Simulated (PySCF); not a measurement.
# F2O2Se: the cost of one run

Programs: PySCF 2.14.0, with density-fitted response routines of our own. Each step states its level of theory. These are calculated values for one molecule, in the gas phase or a continuum, unless marked as measured. Atoms are numbered from 0 throughout.

### Step 1. Starting geometry

5 atoms, charge 0, multiplicity 1; geometry from: GFN2-xTB. The atoms were then displaced at random by about 0.01 Å, so the start is not that level's minimum.

Bonds of the start (Å): O0–Se1 1.52, Se1–O2 1.51, Se1–F3 1.76, Se1–F4 1.77.

### Step 2. Geometry optimisation at PBE0-D3(BJ)/def2-TZVP

What the job is given:

```
{"job": {"xc": "PBE0", "basis": "def2-TZVP", "d3": "d3bj", "grid": 2, "shake": 0.01, "kind": "geom"}, "charge": 0, "multiplicity": 1}
O     -0.244670    -1.227540    -1.061660
Se    -0.081910    -0.194890     0.048280
O     -0.419020    -0.426710     1.506980
F     -0.772940     1.342940    -0.451520
F      1.552120     0.472220    -0.079960
```

On the command line:

```bash
> OMP_NUM_THREADS=1 python probes_run.py task.json out
```

The driver reads the jobs from task.json and runs them one after another.

**Question.** How long does this first job take on 1 thread of Arm Neoverse N1, shared host, and how much memory does it need?

About 1.7 min, with a peak of 0.66 GiB.
